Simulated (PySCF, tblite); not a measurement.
**C₄H₉BrCl₂Si₂: geometry, infrared bands and NMR shifts**

Wanted: the infrared bands and NMR shifts of C₄H₉BrCl₂Si₂ (`ClC[Si@@H]1C[SiH2][C@@]1(Br)CCl`), by calculation.

The runs use tblite 0.8.0 and PySCF 2.14.0, with density-fitted response routines of our own; the level of theory stands in each step. All values are computed, except where a source is named. Atoms count from 0, in the outputs and in this text.

### 1 The molecule as given

18 atoms, charge 0, multiplicity 1; geometry from: force field or distance geometry start.

Bonds of the start (Å): Cl0–C1 1.80, C1–Si2 1.82, Si2–C3 1.90, C3–Si4 1.89, Si4–C5 1.86, C5–Br6 1.94, C5–C7 1.48, C7–Cl8 1.79, C5–Si2 1.89, C1–H9 1.11, C1–H10 1.12, Si2–H11 1.47, C3–H12 1.07, C3–H13 1.11, Si4–H14 1.47, Si4–H15 1.46, C7–H16 1.11, C7–H17 1.12.

### 2 Geometry optimisation with GFN2-xTB

What the job is given:

```
{"job": {"kind": "relax", "xc": "GFN2-xTB", "basis": "xTB"}, "charge": 0, "multiplicity": 1}
Cl     3.473900    -1.242600    -0.606900
C      2.111300    -1.048800     0.557200
Si     0.712500    -0.355400    -0.378000
C      0.778900     1.503400    -0.741000
Si    -1.106000     1.401900    -0.660500
C     -0.843900     0.062000     0.604300
Br    -0.484800     0.888100     2.321000
C     -1.846500    -1.030400     0.648800
Cl    -2.332500    -1.369900    -1.035500
H      2.451600    -0.354700     1.358300
H      1.911600    -2.080400     0.950700
H      0.343000    -1.052300    -1.624200
H      1.146700     1.783300    -1.709800
H      1.222300     2.069200     0.104400
H     -1.767800     2.628700    -0.192800
H     -1.594700     0.863800    -1.929300
H     -1.451800    -1.970600     1.077100
H     -2.732600    -0.689000     1.244300
```

Command:

```sh
OMP_NUM_THREADS=1 python probes_run.py task.json out
```

One launch serves the whole session: the jobs run in the order shown.

Log:

```text
step      E/eV     max force
  0    -808.88177    2.503
  1    -809.09398    1.048
  2    -809.19440    0.756
  3    -809.28717    0.748
  4    -809.38444    0.565
  5    -809.44756    0.545
  6    -809.49517    0.457
  7    -809.52650    0.342
  8    -809.54743    0.310
  9    -809.56300    0.295
 10    -809.57629    0.350
 11    -809.58791    0.321
 12    -809.59791    0.240
 13    -809.60559    0.231
 14    -809.61137    0.193
 15    -809.61664    0.222
 16    -809.62127    0.168
 17    -809.62469    0.145
 18    -809.62734    0.112
 19    -809.63019    0.154
 20    -809.63406    0.218
 21    -809.63903    0.218
 22    -809.64406    0.177
 23    -809.64816    0.151
 24    -809.65177    0.170
 25    -809.65562    0.198
 26    -809.65947    0.161
 27    -809.66247    0.130
 28    -809.66459    0.126
 29    -809.66672    0.143
 30    -809.66995    0.189
 31    -809.67429    0.187
 32    -809.67824    0.149
 33    -809.68089    0.122
 34    -809.68301    0.123
 35    -809.68548    0.124
 36    -809.68883    0.176
 37    -809.69233    0.155
 38    -809.69490    0.113
 39    -809.69666    0.111
 40    -809.69827    0.091
 41    -809.70001    0.119
 42    -809.70170    0.129
 43    -809.70303    0.088
 44    -809.70402    0.073
 45    -809.70498    0.084
 46    -809.70609    0.095
 47    -809.70743    0.120
 48    -809.70893    0.112
 49    -809.71037    0.087
 50    -809.71119    0.072
 51    -809.71190    0.061
 52    -809.71265    0.063
 53    -809.71359    0.086
 54    -809.71473    0.092
 55    -809.71600    0.082
 56    -809.71729    0.085
 57    -809.71863    0.082
 58    -809.72016    0.093
 59    -809.72209    0.111
 60    -809.72393    0.155
 61    -809.72637    0.127
 62    -809.72839    0.096
 63    -809.73036    0.075
 64    -809.73137    0.080
 65    -809.73334    0.112
 66    -809.73524    0.132
 67    -809.73751    0.144
 68    -809.73889    0.124
 69    -809.74119    0.108
 70    -809.74272    0.090
 71    -809.74479    0.096
 72    -809.74714    0.118
 73    -809.75067    0.134
 74    -809.75310    0.202
 75    -809.75514    0.291
 76    -809.76007    0.163
 77    -809.76441    0.147
 78    -809.76983    0.153
 79    -809.77277    0.159
 80    -809.77547    0.085
 81    -809.77697    0.095
 82    -809.77794    0.095
 83    -809.77869    0.053
 84    -809.77976    0.085
 85    -809.78060    0.097
 86    -809.78139    0.063
 87    -809.78211    0.052
 88    -809.78293    0.057
 89    -809.78382    0.059
 90    -809.78465    0.061
 91    -809.78524    0.056
 92    -809.78573    0.044
 93    -809.78618    0.036
 94    -809.78667    0.046
 95    -809.78700    0.044
 96    -809.78726    0.034
 97    -809.78748    0.033
 98    -809.78771    0.028
 99    -809.78797    0.041
100    -809.78825    0.043
101    -809.78846    0.031
102    -809.78859    0.025
103    -809.78868    0.020
104    -809.78875    0.021
105    -809.78882    0.021
106    -809.78889    0.019
107    -809.78895    0.016
108    -809.78903    0.024
109    -809.78912    0.030
110    -809.78922    0.025
111    -809.78932    0.020
112    -809.78938    0.018
113    -809.78943    0.016
114    -809.78947    0.016
115    -809.78952    0.017
116    -809.78957    0.021
117    -809.78963    0.022
118    -809.78968    0.017
119    -809.78971    0.009
```

It took 1.8 s on 1 thread of Arm Neoverse V1, shared host; peak memory 0.18 GiB.

Along the way: (not every step is listed)

```csv
step,energy from step 0 (eV),largest force (eV/Å)
0,0.0000,2.5033
1,-0.2122,1.0479
2,-0.3126,0.7557
3,-0.4054,0.7480
4,-0.5027,0.5653
5,-0.5658,0.5448
6,-0.6134,0.4569
7,-0.6447,0.3418
8,-0.6657,0.3104
18,-0.7456,0.1123
28,-0.7828,0.1256
38,-0.8131,0.1129
48,-0.8272,0.1116
58,-0.8384,0.0927
68,-0.8571,0.1241
78,-0.8881,0.1529
88,-0.9012,0.0571
98,-0.9059,0.0277
108,-0.9073,0.0241
114,-0.9077,0.0158
115,-0.9078,0.0170
116,-0.9078,0.0215
117,-0.9079,0.0218
118,-0.9079,0.0165
119,-0.9079,0.0093
```

Close pairs (by a distance rule), those that changed most:

```csv
bond,before (Å),after (Å),change (Å)
C1–Si2,1.820,1.906,+0.086
Si4–C5,1.861,1.945,+0.084
Si2–C5,1.887,1.944,+0.057
C5–Br6,1.939,1.986,+0.048
C1–H10,1.122,1.087,-0.035
C3–Si4,1.889,1.919,+0.030
C7–H17,1.121,1.092,-0.029
C1–H9,1.113,1.087,-0.026
```

The next job starts from the end point, and lists it.

### 3 Infrared spectrum with GFN2-xTB

What the job is given:

```
{"job": {"kind": "ir", "xc": "GFN2-xTB", "basis": "xTB"}, "charge": 0, "multiplicity": 1}
Cl     3.736097    -0.711966    -0.134729
C      2.243472    -0.574320     0.832599
Si     0.772031    -0.611567    -0.378001
C      0.556007     1.056444    -1.294934
Si    -0.891954     1.639637    -0.178822
C     -0.868551    -0.158992     0.561794
Br    -0.731098    -0.211664     2.542632
C     -2.050180    -1.020324     0.211936
Cl    -2.216196    -1.005213    -1.556624
H      2.315809     0.355317     1.392092
H      2.246274    -1.400778     1.538781
H      0.753305    -1.883352    -1.096860
H      0.263296     0.932262    -2.333298
H      1.429209     1.702250    -1.294103
H     -0.505818     2.607034     0.845382
H     -2.156327     1.995454    -0.811469
H     -1.917193    -2.061518     0.514215
H     -2.986944    -0.642386     0.627753
```

Log:

```text
mode    cm-1     km/mol
  1      36.8      2.38
  2      52.6      0.81
  3      66.6      0.70
  4      89.4      4.27
  5     112.5      7.07
  6     130.0      0.71
  7     158.3      2.04
  8     187.4      4.34
  9     200.4      4.87
 10     236.1      1.33
 11     269.5      3.02
 12     347.9      4.69
 13     432.7      0.43
 14     447.5     26.46
 15     501.9     15.57
 16     538.8     23.91
 17     608.9     43.75
 18     618.4     25.10
 19     650.7     71.70
 20     670.1     19.57
 21     687.2    164.37
 22     698.8     75.60
 23     706.5      9.93
 24     723.8    163.34
 25     757.9    175.83
 26     765.2    194.90
 27     780.0    121.86
 28     802.3     49.63
 29     928.1      6.22
 30     964.2      1.99
 31    1081.6     22.77
 32    1085.6     50.12
 33    1127.7     18.52
 34    1150.3      2.24
 35    1186.6      2.33
 36    1244.3      9.78
 37    1422.5      4.81
 38    1443.3     11.22
 39    1458.2      3.32
 40    2289.4     61.69
 41    2296.5    528.91
 42    2318.9    204.54
 43    2947.9      4.59
 44    2959.1     12.39
 45    2995.7      8.69
 46    2999.6      3.77
 47    3021.2     20.47
 48    3029.2      2.26
```

Wall time 1.3 s (1 thread of Arm Neoverse V1, shared host); peak memory 0.18 GiB.

Which atoms move in the most intense modes:

```csv
cm⁻¹,km/mol,atoms
687,164.4,"C3 21 %, H12 12 %, H13 11 %, H11 11 %"
699,75.6,"C7 34 %, C5 14 %, Cl8 12 %, C3 10 %"
724,163.3,"C3 15 %, H9 14 %, H10 14 %, C1 11 %"
758,175.8,"C1 28 %, C3 13 %, H9 12 %, Si2 10 %"
765,194.9,"H15 34 %, H14 30 %"
780,121.9,"C5 34 %, C7 16 %, Si2 10 %"
2296,528.9,"H14 55 %, H11 37 %"
2319,204.5,H15 88 %
```

### 4 NMR shieldings: PBE0/pcSseg-1

Same as in step 3 but for these lines:

```diff
@@ -1,2 +1,2 @@
-{"job": {"kind": "ir", "xc": "GFN2-xTB", "basis": "xTB"}, "charge": 0, "multiplicity": 1}
+{"job": {"kind": "nmr", "xc": "PBE0", "basis": "pcSseg-1"}, "charge": 0, "multiplicity": 1}
 Cl     3.736097    -0.711966    -0.134729
```

Level: GIAO PBE0/pcSseg-1 NMR shielding, non-relativistic, gas phase.

Log:

```text
coarse grid: 75760 points
cycle   1  E = -4229.9469108197  dE = -3.655e-01  |g| = 7.900e-01  |ddm| = 4.134e+00
cycle   2  E = -4229.9383107658  dE =  8.600e-03  |g| = 5.676e-01  |ddm| = 8.962e-01
cycle   3  E = -4229.9903383491  dE = -5.203e-02  |g| = 1.933e-01  |ddm| = 6.838e-01
cycle   4  E = -4229.9999711660  dE = -9.633e-03  |g| = 3.504e-02  |ddm| = 2.260e-01
cycle   5  E = -4230.0002149667  dE = -2.438e-04  |g| = 6.457e-03  |ddm| = 3.967e-02
cycle   6  E = -4230.0002239396  dE = -8.973e-06  |g| = 2.811e-03  |ddm| = 9.263e-03
final grid: 153600 points
cycle   7  E = -4230.0002133734  dE =  3.477e-06  |g| = 4.668e-03  |ddm| = 8.371e-03
cycle   8  E = -4230.0002018584  dE =  1.152e-05  |g| = 8.122e-03  |ddm| = 1.336e-02
cycle   9  E = -4230.0002190590  dE = -1.720e-05  |g| = 5.111e-04  |ddm| = 8.651e-03
cycle  10  E = -4230.0002191258  dE = -6.683e-08  |g| = 4.937e-05  |ddm| = 4.894e-04
cycle  11  E = -4230.0002191265  dE = -6.085e-10  |g| = 1.103e-05  |ddm| = 6.956e-05
converged SCF energy = -4230.0002191265

GIAO shielding tensors (ppm)
atom      isotropic    diamagn.    paramagn.     s11        s22        s33       span
  0 Cl     959.421    1144.254    -184.833    841.227    926.079   1110.959    269.732
  1 C      154.107     251.530     -97.423    132.620    139.221    190.482     57.862
  2 Si     352.321     878.849    -526.527    331.521    350.685    374.757     43.236
  3 C      188.222     256.935     -68.714    175.471    188.837    200.356     24.885
  4 Si     364.516     879.870    -515.355    322.395    356.546    414.606     92.211
  5 C      133.140     254.505    -121.365    114.860    126.590    157.971     43.111
  6 Br    2114.776    3122.589   -1007.813   1627.882   1814.221   2902.225   1274.343
  7 C      133.299     243.325    -110.026    108.621    131.011    160.265     51.643
  8 Cl     821.878    1147.524    -325.646    663.613    769.016   1033.003    369.390
  9 H       28.352      30.451      -2.100     21.893     28.769     34.392     12.499
 10 H       28.290      29.358      -1.067     20.929     29.753     34.189     13.260
 11 H       26.553      28.521      -1.968     22.017     27.036     30.608      8.591
 12 H       30.875      29.891       0.984     26.361     28.526     37.739     11.378
 13 H       30.977      29.836       1.141     25.841     28.120     38.969     13.128
 14 H       26.895      29.618      -2.722     23.365     25.736     31.586      8.221
 15 H       26.512      29.334      -2.822     22.785     25.090     31.661      8.877
 16 H       27.734      28.969      -1.235     21.558     29.204     32.442     10.885
 17 H       27.729      29.137      -1.409     21.070     29.150     32.966     11.896
```

Run time: 2.2 min. Hardware: 1 thread of Arm Neoverse V1, shared host; peak memory 1.1 GiB.

Shifts follow as δ = σ(reference) − σ, with reference shieldings (ppm) from runs at the same level and on the same kind of geometry: 1H TMS 31.72, 13C TMS 186.9, 29Si TMS 349.2, 35Cl HCl 950, 79Br HBr 2622. The references are single molecules in the gas phase.

```csv
atoms,environment,σ (ppm),δ (ppm),δ scaled to CDCl3
C5,fully substituted sp3 carbon bonded to Br and 2 Si,133.1,53.8,35.7
C7,sp3 CH2 bonded to Cl,133.3,53.6,50.4
C1,sp3 CH2 bonded to Cl and Si,154.1,32.8,30.1
C3,sp3 CH2 bonded to 2 Si,188.2,-1.3,-3.2
H15,"hydrogen on a silicon bonded to 2 C, in a 4-membered ring",26.51,5.20,–
H11,"hydrogen on a silicon bonded to 3 C, in a 4-membered ring",26.55,5.16,–
H14,"hydrogen on a silicon bonded to 2 C, in a 4-membered ring",26.90,4.82,–
H17,hydrogen on an sp3 CH2 bonded to Cl,27.73,3.99,3.87
H16,hydrogen on an sp3 CH2 bonded to Cl,27.73,3.98,3.86
H10,hydrogen on an sp3 CH2 bonded to Cl and Si,28.29,3.43,3.34
H9,hydrogen on an sp3 CH2 bonded to Cl and Si,28.35,3.37,3.28
H12,hydrogen on an sp3 CH2 bonded to 2 Si,30.88,0.84,0.90
H13,hydrogen on an sp3 CH2 bonded to 2 Si,30.98,0.74,0.80
Cl8,chlorine bonded to C,822,128,–
Cl0,chlorine bonded to C,959,-10,–
Si2,"silicon bonded to 3 C, H, in a 4-membered ring",352.3,-3.2,–
Si4,"silicon bonded to 2 C, 2 H, in a 4-membered ring",364.5,-15.4,–
Br6,bromine bonded to C,2115,507,–
```

The scaled column applies a straight-line fit of computed shieldings to shifts measured in CDCl3, with any fitted terms for Cl, Br or S neighbours (root-mean-square error 0.16 ppm for H, 1.9 ppm for C).

The run also stored atomic charges by several schemes (e):

```csv
atoms,Mulliken,IAO,Hirshfeld,ESP fit
Cl0,-0.17,-0.10,-0.07,-0.14
C1,-0.50,-0.53,-0.13,-0.48
Si2,0.96,0.91,0.33,0.77
C3,-0.81,-0.82,-0.25,-0.90
Si4,0.71,0.75,0.32,0.73
C5,-0.86,-0.52,-0.14,-0.40
Br6,-0.11,-0.08,-0.03,-0.09
C7,-0.04,-0.23,-0.05,-0.47
Cl8,-0.14,-0.09,-0.01,-0.06
```

Mayer bond orders: Cl0–C1 0.95, C1–Si2 0.86, Si2–C3 0.93, C3–Si4 0.91, Si4–C5 0.77, C5–Br6 0.99, C5–C7 0.98, C7–Cl8 0.94, C5–Si2 0.73.

Ring of atoms Si2, C3, Si4, C5: NICS(0) -1.7, NICS(1) -1.8, NICS(1)zz 0.5 ppm (means of both faces).

The two faces differ (NICS(1)zz -3.5 and 4.5 ppm).

### 5 Outcome

```
                                 quantity                                                     value
strongest single infrared mode (GFN2-xTB)                                     2296 cm⁻¹, 529 km/mol
             zero-point energy (GFN2-xTB)                                             71.8 kcal/mol
   13C shifts against TMS (PBE0/pcSseg-1)                                53.8, 53.6, 32.8, -1.3 ppm
    1H shifts against TMS (PBE0/pcSseg-1)  5.20, 5.16, 4.82, 3.99, 3.98, 3.43, 3.37, 0.84, 0.74 ppm
  35Cl shifts against HCl (PBE0/pcSseg-1)                                              128, -10 ppm
  29Si shifts against TMS (PBE0/pcSseg-1)                                           -3.2, -15.4 ppm
  79Br shifts against HBr (PBE0/pcSseg-1)                                                   507 ppm
```

**Reading.** Relaxing lowered the energy by 0.908 eV in 119 steps; the close pair that moved most is C1–Si2, from 1.820 to 1.906 Å. No mode is imaginary among the 48: a minimum at this level. The strongest single mode, at 2296 cm⁻¹, moves mainly H14 and H11. Unscaled tight-binding wavenumbers are off by several per cent, some by more. Its intensities can rank the bands wrongly. C5 stands next to heavy halogen, whose spin-orbit shielding this run leaves out, so the computed shift lies too far downfield, most of all for carbon beside Br or I. At PBE0/pcSseg-1: Shielding is most anisotropic at Br6 (span 1274 ppm, paramagnetic term -1008 ppm). Spin-orbit coupling is left out, which matters for shieldings and couplings at and beside the heavy atoms.
